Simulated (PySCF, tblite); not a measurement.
# C7H15NSi: geometry, infrared bands and NMR shifts

What infrared bands and NMR shifts should C7H15NSi (`N[Si]1(CC2CC2)CCC1`) show?

Computed with tblite 0.8.0 and PySCF 2.14.0, with density-fitted response routines of our own, on a single molecule in the gas phase. Atoms count from 0, in the outputs and in this text.

### 1 The molecule as given

24 atoms, charge 0, multiplicity 1; geometry from: force field or distance geometry start.

Bonds of the start (Å): N0–Si1 1.77, Si1–C2 1.82, C2–C3 1.50, C3–C4 1.51, C4–C5 1.49, Si1–C6 1.84, C6–C7 1.52, C7–C8 1.51, C8–Si1 1.87, C5–C3 1.52, N0–H9 1.06, N0–H10 1.05, C2–H11 1.13, C2–H12 1.10, C3–H13 1.10, C4–H14 1.12, C4–H15 1.09, C5–H16 1.12, C5–H17 1.11, C6–H18 1.11, C6–H19 1.11, C7–H20 1.08, C7–H21 1.12, C8–H22 1.11, C8–H23 1.12.

### 2 Geometry optimisation with GFN2-xTB

The job: settings as JSON, then the geometry in Å.

```
{"job": {"kind": "relax", "xc": "GFN2-xTB", "basis": "xTB"}, "charge": 0, "multiplicity": 1}
N      0.534500    -1.983200     1.038600
Si     0.798200    -0.414500     0.269600
C     -0.635100     0.530500    -0.338500
C     -1.931900    -0.228500    -0.402300
C     -3.112800     0.567900    -0.901600
C     -3.070500     0.138200     0.528200
C      2.183000     0.631100     0.874700
C      2.509200     0.927700    -0.579700
C      2.269000    -0.531100    -0.883500
H      0.463100    -2.698700     0.259500
H      1.379100    -2.303000     1.575700
H     -0.770100     1.463200     0.283600
H     -0.390600     0.894100    -1.350600
H     -1.865900    -1.280700    -0.714300
H     -3.787900     0.044800    -1.620100
H     -3.010700     1.643300    -1.062300
H     -2.858900     0.891800     1.328500
H     -3.776500    -0.683100     0.764900
H      1.844000     1.566000     1.363100
H      2.977800     0.072500     1.419000
H      3.543100     1.208600    -0.713500
H      1.739300     1.571600    -1.079800
H      2.997600    -1.243600    -0.454300
H      1.961100    -0.765100    -1.930600
```

On the command line:

```console
$ OMP_NUM_THREADS=1 python probes_run.py task.json out
```

The driver reads the jobs from task.json and runs them one after another.

**Question.** This job is followed by: GFN2-xTB harmonic vibrations, gas phase; GIAO PBE0/pcSseg-1 NMR shielding, non-relativistic, gas phase. Predict these results of the whole session: strongest single infrared mode (GFN2-xTB); zero-point energy (GFN2-xTB); ¹³C shifts against TMS (PBE0/pcSseg-1, means over atoms taken as alike); ¹H shifts against TMS (PBE0/pcSseg-1, means over atoms taken as alike); ¹⁵N shifts against NH3 (PBE0/pcSseg-1); ²⁹Si shifts against TMS (PBE0/pcSseg-1).

**Answer**, as computed:

| quantity | value |
| --- | --- |
| strongest single infrared mode (GFN2-xTB) | 927 cm⁻¹, 181 km/mol |
| zero-point energy (GFN2-xTB) | 130.0 kcal/mol |
| ¹³C shifts against TMS (PBE0/pcSseg-1, means over atoms taken as alike) | 25.0, 23.6, 15.2, 7.8, 7.5 ppm |
| ¹H shifts against TMS (PBE0/pcSseg-1, means over atoms taken as alike) | 1.92, 1.81, 1.62, 1.44, 0.93, 0.66, 0.60, 0.44, 0.04 ppm |
| ¹⁵N shifts against NH3 (PBE0/pcSseg-1) | 28.2 ppm |
| ²⁹Si shifts against TMS (PBE0/pcSseg-1) | 11.4 ppm |

The optimisation took 179 steps and gained 1.730 eV; among the close pairs (by a distance rule), Si1–C2 changed most, from 1.821 to 1.902 Å. The lowest mode is slightly imaginary (1i cm⁻¹), a soft motion within the noise of the Hessian, so the minimum is not strictly shown. The strongest single mode, at 927 cm⁻¹, is spread over many atoms; the largest shares are those of Si1, N0. GFN2-xTB is a fitted tight-binding method: band positions and strengths are rough. Its intensities can rank the bands wrongly. At PBE0/pcSseg-1: The widest tensor belongs to Si1: span 92 ppm, with a paramagnetic part of -541 ppm.
